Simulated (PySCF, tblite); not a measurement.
# C₅H₈F₂O₂Si: geometry, infrared bands and NMR shifts

Wanted: the infrared bands and NMR shifts of C₅H₈F₂O₂Si (`CC(=O)O[SiH2]C/C(F)=C\F`), by calculation.

The runs use tblite 0.8.0 and PySCF 2.14.0, with density-fitted response routines of our own; the level of theory stands in each step. All values are computed, except where a source is named. Atoms are numbered from 0 throughout.

### Step 1. The starting structure

18 atoms, charge 0, multiplicity 1; geometry from: force field or distance geometry start.

Bonds of the start (Å): C0–C1 1.50, C1–O2 1.25, C1–O3 1.37, O3–Si4 1.72, Si4–C5 1.88, C5–C6 1.50, C6–F7 1.37, C6–C8 1.33, C8–F9 1.37, C0–H10 1.10, C0–H11 1.09, C0–H12 1.11, Si4–H13 1.49, Si4–H14 1.45, C5–H15 1.11, C5–H16 1.09, C8–H17 1.08.

### Step 2. Geometry optimisation with GFN2-xTB

The job: settings as JSON, then the geometry in Å.

```
{"job": {"kind": "relax", "xc": "GFN2-xTB", "basis": "xTB"}, "charge": 0, "multiplicity": 1}
C      3.816500    -0.348600    -0.184100
C      2.563500     0.481100    -0.188300
O      2.567800     1.698000     0.105200
O      1.386500    -0.138200    -0.506200
Si    -0.158000     0.627200    -0.542000
C     -1.453500    -0.730000    -0.552400
C     -2.600700    -0.185600     0.239900
F     -2.375100     0.164400     1.540100
C     -3.809000    -0.057600    -0.309200
F     -4.015400    -0.415300    -1.616200
H      4.712700     0.243600    -0.419000
H      3.854600    -0.925200     0.742600
H      3.688700    -1.053100    -1.029900
H     -0.344800     1.372600    -1.819300
H     -0.432300     1.498600     0.589000
H     -0.972600    -1.583000    -0.023300
H     -1.791900    -0.970300    -1.558800
H     -4.645600     0.327700     0.255400
```

On the command line:

```sh
$ OMP_NUM_THREADS=1 python probes_run.py task.json out
```

This one command runs all jobs of the session in turn.

The log of the run:

```text
step      E/eV     max force
  0    -928.72883    3.702
  1    -928.89829    4.342
  2    -929.06464    0.677
  3    -929.13304    0.675
  4    -929.18502    0.576
  5    -929.20240    0.338
  6    -929.22289    0.392
  7    -929.23816    0.467
  8    -929.25498    0.316
  9    -929.26557    0.237
 10    -929.27403    0.232
 11    -929.28153    0.242
 12    -929.28735    0.208
 13    -929.29118    0.159
 14    -929.29419    0.165
 15    -929.29747    0.152
 16    -929.30072    0.139
 17    -929.30329    0.121
 18    -929.30514    0.119
 19    -929.30671    0.106
 20    -929.30822    0.096
 21    -929.30949    0.088
 22    -929.31054    0.077
 23    -929.31176    0.098
 24    -929.31348    0.126
 25    -929.31556    0.141
 26    -929.31756    0.116
 27    -929.31918    0.107
 28    -929.32057    0.097
 29    -929.32213    0.097
 30    -929.32368    0.093
 31    -929.32492    0.075
 32    -929.32610    0.075
 33    -929.32755    0.103
 34    -929.32926    0.115
 35    -929.33113    0.126
 36    -929.33303    0.123
 37    -929.33488    0.150
 38    -929.33671    0.142
 39    -929.33838    0.104
 40    -929.33970    0.163
 41    -929.33993    0.230
 42    -929.34162    0.117
 43    -929.34241    0.126
 44    -929.34351    0.061
 45    -929.34398    0.062
 46    -929.34483    0.116
 47    -929.34541    0.132
 48    -929.34593    0.085
 49    -929.34623    0.043
 50    -929.34659    0.051
 51    -929.34692    0.041
 52    -929.34715    0.030
 53    -929.34728    0.027
 54    -929.34740    0.027
 55    -929.34757    0.039
 56    -929.34779    0.038
 57    -929.34803    0.036
 58    -929.34827    0.035
 59    -929.34848    0.036
 60    -929.34870    0.035
 61    -929.34891    0.032
 62    -929.34909    0.033
 63    -929.34927    0.032
 64    -929.34947    0.039
 65    -929.34973    0.044
 66    -929.35002    0.043
 67    -929.35028    0.049
 68    -929.35050    0.044
 69    -929.35071    0.036
 70    -929.35095    0.040
 71    -929.35124    0.056
 72    -929.35157    0.063
 73    -929.35190    0.042
 74    -929.35221    0.039
 75    -929.35252    0.038
 76    -929.35286    0.069
 77    -929.35326    0.077
 78    -929.35366    0.056
 79    -929.35403    0.043
 80    -929.35433    0.041
 81    -929.35463    0.059
 82    -929.35502    0.068
 83    -929.35551    0.058
 84    -929.35600    0.070
 85    -929.35638    0.069
 86    -929.35668    0.059
 87    -929.35704    0.061
 88    -929.35753    0.057
 89    -929.35801    0.065
 90    -929.35843    0.052
 91    -929.35872    0.040
 92    -929.35897    0.044
 93    -929.35930    0.048
 94    -929.36003    0.051
 95    -929.36106    0.066
 96    -929.36186    0.052
 97    -929.36239    0.060
 98    -929.36281    0.053
 99    -929.36303    0.109
100    -929.36370    0.057
101    -929.36421    0.062
102    -929.36488    0.055
103    -929.36536    0.049
104    -929.36595    0.045
105    -929.36642    0.052
106    -929.36697    0.051
107    -929.36743    0.056
108    -929.36773    0.044
109    -929.36793    0.034
110    -929.36813    0.034
111    -929.36841    0.045
112    -929.36876    0.051
113    -929.36903    0.066
114    -929.36918    0.024
115    -929.36927    0.020
116    -929.36934    0.019
117    -929.36942    0.030
118    -929.36947    0.021
119    -929.36953    0.020
120    -929.36959    0.024
121    -929.36967    0.026
122    -929.36978    0.029
123    -929.36990    0.028
124    -929.37001    0.025
125    -929.37011    0.025
126    -929.37021    0.026
127    -929.37031    0.021
128    -929.37038    0.023
129    -929.37043    0.015
130    -929.37048    0.016
131    -929.37052    0.015
132    -929.37056    0.013
133    -929.37059    0.011
134    -929.37062    0.013
135    -929.37063    0.012
136    -929.37065    0.010
```

Run time: 6.6 s. Hardware: 1 thread of Intel Xeon at 2.50GHz, shared host.

Along the way: (not every step is listed)

```csv
step,energy from step 0 (eV),largest force (eV/Å)
0,0.0000,3.7017
1,-0.1695,4.3422
2,-0.3358,0.6774
3,-0.4042,0.6755
4,-0.4562,0.5755
5,-0.4736,0.3376
6,-0.4941,0.3922
7,-0.5093,0.4668
8,-0.5262,0.3160
20,-0.5794,0.0962
32,-0.5973,0.0754
44,-0.6147,0.0608
56,-0.6190,0.0382
68,-0.6217,0.0445
80,-0.6255,0.0412
92,-0.6301,0.0437
104,-0.6371,0.0446
116,-0.6405,0.0193
128,-0.6415,0.0233
131,-0.6417,0.0145
132,-0.6417,0.0134
133,-0.6418,0.0107
134,-0.6418,0.0130
135,-0.6418,0.0122
136,-0.6418,0.0095
```

Close pairs (by a distance rule), those that changed most:

```csv
bond,before (Å),after (Å),change (Å)
O3–Si4,1.724,1.661,-0.063
C1–O2,1.252,1.200,-0.051
C1–O3,1.367,1.332,-0.036
Si4–C5,1.876,1.910,+0.034
Si4–H13,1.491,1.458,-0.033
C8–F9,1.371,1.346,-0.025
C5–H15,1.113,1.090,-0.023
C5–C6,1.497,1.475,-0.022
```

The final coordinates are the input of the step that follows.

### Step 3. Vibrational analysis with GFN2-xTB

The job: settings as JSON, then the geometry in Å.

```
{"job": {"kind": "ir", "xc": "GFN2-xTB", "basis": "xTB"}, "charge": 0, "multiplicity": 1}
C      3.670563    -0.342982    -0.530517
C      2.461395     0.530376    -0.380261
O      2.466022     1.730397    -0.354158
O      1.330006    -0.162974    -0.268928
Si    -0.100842     0.662012    -0.091462
C     -1.354500    -0.779224    -0.068947
C     -2.702902    -0.234278     0.177248
F     -2.937386     0.138580     1.456634
C     -3.673883    -0.015393    -0.697325
F     -3.515218    -0.345395    -1.992129
H      4.554722     0.269192    -0.679392
H      3.783740    -0.948602     0.366384
H      3.529086    -1.014549    -1.374021
H     -0.333459     1.519316    -1.247121
H     -0.091635     1.381496     1.175623
H     -1.103297    -1.481794     0.725537
H     -1.354264    -1.314811    -1.015868
H     -4.636907     0.414950    -0.477713
```

The log of the run:

```text
mode    cm-1     km/mol
  1      23.2      1.55
  2      29.8      0.29
  3      54.4      2.77
  4      61.3      2.03
  5      74.4      0.89
  6     116.1      2.62
  7     142.9      4.01
  8     148.4      4.44
  9     225.4     10.15
 10     300.1     19.10
 11     358.1     11.16
 12     399.9     10.95
 13     480.7     46.00
 14     506.1      1.12
 15     533.5      5.87
 16     567.0      8.84
 17     594.7     12.58
 18     635.0     42.90
 19     715.6     36.53
 20     751.2    392.92
 21     767.0    166.18
 22     768.8     28.25
 23     786.1     43.99
 24     791.7     51.86
 25     896.5     62.20
 26     959.8     80.26
 27    1004.8     36.58
 28    1006.9     85.24
 29    1065.9    124.86
 30    1116.9     83.85
 31    1185.5    192.16
 32    1194.3    262.87
 33    1219.8    425.77
 34    1274.8     49.31
 35    1363.1     55.99
 36    1430.5      7.14
 37    1438.7     10.13
 38    1439.6     21.98
 39    1743.5     15.84
 40    1773.5    408.79
 41    2317.9    332.11
 42    2335.8     99.11
 43    2993.4     14.67
 44    3021.0      9.32
 45    3027.2      2.76
 46    3037.5      1.93
 47    3066.5      6.94
 48    3114.2      9.22
```

Wall time 4.9 s (1 thread of Intel Xeon at 2.50GHz, shared host).

Which atoms move in the most intense modes:

```csv
cm⁻¹,km/mol,atoms
751,392.9,"H14 32 %, H13 31 %, Si4 26 %"
767,166.2,"H14 45 %, H13 42 %"
1066,124.9,"H15 40 %, H16 21 %, C8 12 %"
1186,192.2,"H15 29 %, C6 17 %, H17 16 %, C5 14 %"
1194,262.9,"H16 43 %, C6 15 %, C5 11 %"
1220,425.8,"C1 53 %, O3 14 %"
1774,408.8,"C1 62 %, O2 36 %"
2318,332.1,"H13 61 %, H14 34 %"
```

### Step 4. Nuclear shieldings: PBE0/pcSseg-1

Settings changed since step 3:

```diff
@@ -1,2 +1,2 @@
-{"job": {"kind": "ir", "xc": "GFN2-xTB", "basis": "xTB"}, "charge": 0, "multiplicity": 1}
+{"job": {"kind": "nmr", "xc": "PBE0", "basis": "pcSseg-1"}, "charge": 0, "multiplicity": 1}
 C      3.670563    -0.342982    -0.530517
```

With the program's defaults for keys left out, this is: GIAO PBE0/pcSseg-1 NMR shielding, non-relativistic, gas phase.

The log of the run:

```text
coarse grid: 16360 points
cycle   1  E = -833.9380362300  dE =  1.553e+00  |g| = 1.072e+00  |ddm| = 3.819e+00
cycle   2  E = -833.6127439133  dE =  3.253e-01  |g| = 1.731e+00  |ddm| = 1.825e+00
cycle   3  E = -834.1267414991  dE = -5.140e-01  |g| = 2.793e-01  |ddm| = 1.260e+00
cycle   4  E = -834.1399324280  dE = -1.319e-02  |g| = 9.846e-02  |ddm| = 2.336e-01
cycle   5  E = -834.1414878048  dE = -1.555e-03  |g| = 2.480e-02  |ddm| = 7.066e-02
cycle   6  E = -834.1416178533  dE = -1.300e-04  |g| = 4.927e-03  |ddm| = 2.026e-02
cycle   7  E = -834.1416227761  dE = -4.923e-06  |g| = 1.194e-03  |ddm| = 3.736e-03
final grid: 156568 points
cycle   8  E = -834.2342683039  dE = -3.194e-05  |g| = 1.383e-02  |ddm| = 2.536e-02
cycle   9  E = -834.2342129494  dE =  5.535e-05  |g| = 2.237e-02  |ddm| = 2.240e-02
cycle  10  E = -834.2343029115  dE = -8.996e-05  |g| = 2.611e-03  |ddm| = 1.428e-02
cycle  11  E = -834.2343041465  dE = -1.235e-06  |g| = 5.331e-04  |ddm| = 1.855e-03
cycle  12  E = -834.2343041905  dE = -4.404e-08  |g| = 1.607e-04  |ddm| = 4.316e-04
cycle  13  E = -834.2343041955  dE = -5.015e-09  |g| = 3.791e-05  |ddm| = 1.299e-04
cycle  14  E = -834.2343041958  dE = -2.740e-10  |g| = 1.556e-05  |ddm| = 4.311e-05
converged SCF energy = -834.2343041958

GIAO shielding tensors (ppm)
atom      isotropic    diamagn.    paramagn.     s11        s22        s33       span
  0 C      163.255     247.597     -84.342    141.812    153.782    194.172     52.360
  1 C        9.275     248.274    -238.999    -92.085     44.666     75.243    167.328
  2 O     -135.152     403.526    -538.678   -395.753   -252.711    243.010    638.764
  3 O      132.244     405.626    -273.383    -14.632    178.529    232.834    247.467
  4 Si     373.779     883.491    -509.712    354.012    360.454    406.871     52.859
  5 C      170.657     255.917     -85.261    153.133    169.893    188.944     35.810
  6 C       24.853     254.074    -229.221    -56.195     54.766     75.987    132.182
  7 F      329.615     475.496    -145.882    258.628    356.696    373.521    114.893
  8 C       38.394     246.478    -208.083    -36.155     65.191     86.147    122.302
  9 F      357.431     476.239    -118.808    292.664    360.113    419.517    126.854
 10 H       29.772      25.270       4.502     25.592     28.022     35.702     10.110
 11 H       29.383      28.075       1.308     25.762     28.564     33.822      8.060
 12 H       29.425      28.189       1.236     25.599     28.930     33.746      8.148
 13 H       26.742      32.346      -5.604     23.075     26.410     30.740      7.666
 14 H       26.675      32.211      -5.537     22.563     26.567     30.894      8.331
 15 H       29.684      32.694      -3.010     25.143     28.446     35.464     10.321
 16 H       29.070      33.335      -4.265     24.663     29.007     33.540      8.877
 17 H       24.209      26.953      -2.744     22.176     23.552     26.899      4.724
```

It took 3.5 min on 1 thread of Intel Xeon at 2.50GHz, shared host; peak memory 0.95 GiB.

The references, computed at this level on geometries of the same kind, shield at (ppm): ¹H TMS 31.72, ¹³C TMS 186.9, ²⁹Si TMS 349.2, ¹⁹F CFCl3 170.9, ¹⁷O H2O 336.1. Their shielding less the atom's gives the shift. The references are single molecules in the gas phase, so shifts against H2O, NH3, PH3, H3PO4 or CFCl3 are not on the usual liquid scales and can be off by tens of ppm. Atoms listed in one row are averaged.

```csv
atoms,environment,σ (ppm),δ (ppm),δ scaled to CDCl3
C1,carbonyl carbon,9.3,177.7,171.5
C6,fully substituted alkene carbon,24.9,162.1,156.3
C8,alkene CH,38.4,148.5,143.1
C0,methyl carbon α to a carbonyl,163.3,23.7,21.2
C5,allylic sp3 CH2 bonded to Si,170.7,16.3,14.0
H17,hydrogen on an alkene CH,24.21,7.51,7.18
"H13, H14","hydrogen on a silicon bonded to C, O",26.71,5.01,–
"H15, H16",hydrogen on an allylic sp3 CH2 bonded to Si,29.38,2.34,2.31
"H10, H11, H12",hydrogen on a methyl carbon α to a carbonyl,29.53,2.19,2.17
O2,carbonyl oxygen,-135.2,471.2,–
O3,"oxygen bonded to C, Si",132.2,203.8,–
Si4,"silicon bonded to C, O, 2 H",373.8,-24.6,–
F7,vinylic fluorine,329.6,-158.7,–
F9,vinylic fluorine,357.4,-186.5,–
```

The scaled column applies a straight-line fit of computed shieldings to shifts measured in CDCl3, and one for carbons that bear F (root-mean-square error 0.16 ppm for H, 1.9 ppm for C).

Charges from the same density, by scheme (e):

```csv
atoms,Mulliken,IAO,Hirshfeld,ESP fit
C0,-0.23,-0.47,-0.12,-0.70
C1,0.40,0.54,0.23,0.95
O2,-0.40,-0.45,-0.25,-0.58
O3,-0.58,-0.60,-0.19,-0.57
Si4,0.82,1.00,0.40,0.70
C5,-0.50,-0.58,-0.17,-0.41
C6,0.09,0.25,0.06,0.14
F7,-0.28,-0.28,-0.08,-0.17
C8,0.21,0.06,0.00,-0.14
F9,-0.28,-0.27,-0.09,-0.12
```

Mayer bond orders: C0–C1 1.00, C1–O2 1.95, C1–O3 1.06, O3–Si4 0.84, Si4–C5 0.86, C5–C6 1.03, C6–F7 0.93, C6–C8 1.80, C8–F9 0.94.

### Step 5. What came out

```
                                                              quantity                                value
                             strongest single infrared mode (GFN2-xTB)                1220 cm⁻¹, 426 km/mol
                                          zero-point energy (GFN2-xTB)                        75.6 kcal/mol
                                ¹³C shifts against TMS (PBE0/pcSseg-1)  177.7, 162.1, 148.5, 23.7, 16.3 ppm
¹H shifts against TMS (PBE0/pcSseg-1, means over atoms taken as alike)           7.51, 5.01, 2.34, 2.19 ppm
                                ¹⁷O shifts against H2O (PBE0/pcSseg-1)                     471.2, 203.8 ppm
                               ²⁹Si shifts against TMS (PBE0/pcSseg-1)                            -24.6 ppm
                              ¹⁹F shifts against CFCl3 (PBE0/pcSseg-1)                   -158.7, -186.5 ppm
```

What this shows: The optimisation took 136 steps and gained 0.642 eV; among the close pairs (by a distance rule), O3–Si4 changed most, from 1.724 to 1.661 Å. All 48 modes are real, so the xTB geometry is a minimum. The strongest single mode, at 1220 cm⁻¹, moves mainly C1. GFN2-xTB is a fitted tight-binding method: band positions and strengths are rough. Its intensities can rank the bands wrongly. The most deshielded hydrogen is H17 (hydrogen on an alkene CH), at 7.51 ppm: olefinic region. At PBE0/pcSseg-1: Shielding is most anisotropic at O2 (span 639 ppm, paramagnetic term -539 ppm).
